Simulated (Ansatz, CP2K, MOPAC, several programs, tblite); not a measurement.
# Ga3BiAs2 from cheap methods to r2SCAN

Aim: run Ga3BiAs2 through methods of unlike cost and see what each gets, and at what price.

Method: no spin polarisation, static lattice; gaps from single points on the cell relaxed beforehand with r²SCAN, in MOPAC, tblite, CP2K, Ansatz (versions at each run).

## 1. The system as given

The structure is trigonal, space group P3m1 (No. 156). The conventional cell has a = 4.173 Å, b = 4.173 Å, c = 10.237 Å, α = 90.00°, β = 90.00°, γ = 120.00°. As (site symmetry 3m) is surrounded by 4 Ga at 2.44 to 2.52 Å. Around As (site symmetry 3m) lie 4 Ga at 2.47 to 2.52 Å. Around Bi (site symmetry 3m) lie 4 Ga at 2.65 to 2.75 Å. Around Ga (site symmetry 3m) lie 4 As at 2.47 to 2.52 Å. Around Ga (site symmetry 3m) lie 3 As at 2.52 Å and 1 Bi at 2.75 Å. Around Ga (site symmetry 3m) lie 1 As at 2.44 Å and 3 Bi at 2.65 Å.

As a file:

```cif
data_structure
_symmetry_space_group_name_H-M 'P3m1'
_symmetry_Int_Tables_number 156
_cell_length_a 4.1728
_cell_length_b 4.1728
_cell_length_c 10.2367
_cell_angle_alpha 90.000
_cell_angle_beta 90.000
_cell_angle_gamma 120.000
_cell_volume 154.36
loop_
_atom_site_label
_atom_site_type_symbol
_atom_site_symmetry_multiplicity
_atom_site_Wyckoff_symbol
_atom_site_fract_x
_atom_site_fract_y
_atom_site_fract_z
_atom_site_occupancy
As1 As 1 a 0.00000 0.00000 0.01041 1
As2 As 1 b 0.33333 0.66667 0.32459 1
Bi1 Bi 1 c 0.66667 0.33333 0.66404 1
Ga1 Ga 1 b 0.33333 0.66667 0.08313 1
Ga2 Ga 1 c 0.66667 0.33333 0.39583 1
Ga3 Ga 1 a 0.00000 0.00000 0.77200 1
```

The structure type (ordered alloy on zincblende lattice) is imposed and need not be the compound's stable one.

**Question.** The methods are PM6, PM7, GFN1-xTB (tblite), GFN2-xTB (tblite), PBE/DZVP, PBE/SZV, coarse PBE, PBE, r2SCAN. What gap does r2SCAN give on this cell, and which other methods (full PBE left aside) come nearest to r2SCAN and farthest in gap, volume and bulk modulus?

```
                                               quantity                                                                                 value
                                                 r2SCAN                                                      no gap, 25.73 Å³/atom, B₀ 59 GPa
         gap: nearest and farthest of the other methods  GFN2-xTB (tblite), PBE/DZVP, PBE/SZV, coarse PBE (about 0.00 eV off); PM7 (+3.58 eV)
      volume: nearest and farthest of the other methods                                                        PM7 (+3.5 %), PBE/SZV (+8.2 %)
bulk modulus: nearest and farthest of the other methods                                       PBE/DZVP, PBE/SZV (about 26 % off); PM7 (+63 %)
```

What this shows: For the gap (full PBE left aside), GFN2-xTB (tblite), PBE/DZVP, PBE/SZV, coarse PBE tie for nearest to r2SCAN; PM7 is farthest. For the volume, of the 3 methods compared (full PBE left aside), PM7 comes nearest to r2SCAN and PBE/SZV is farthest. For the bulk modulus (full PBE left aside), PBE/DZVP, PBE/SZV tie for nearest to r2SCAN; PM7 is farthest. A minimal basis or a coarse cutoff and mesh shifts results by its own error, so closeness to r2SCAN can be chance. Cluster runs see only the k-points that fold onto the zone centre, so their gaps can miss the band edges. No volume is given for PM6, GFN1-xTB (tblite), GFN2-xTB (tblite), coarse PBE, which can hide a larger miss. Overlaps count as a gap of zero in the misses; they are PBE/DZVP -0.07, PBE/SZV -0.05, coarse PBE -0.14, PBE -0.17 eV. CPU times run from 4.3 s (GFN1-xTB (tblite)) to 2.6 min (r2SCAN). PM6, PM7, GFN1-xTB (tblite) disagree with r2SCAN even on whether there is a gap. Semilocal functionals can close a small real gap, so r2SCAN's «no gap» may be its own error. r2SCAN is a yardstick, not the truth. Spin-orbit coupling is left out throughout.
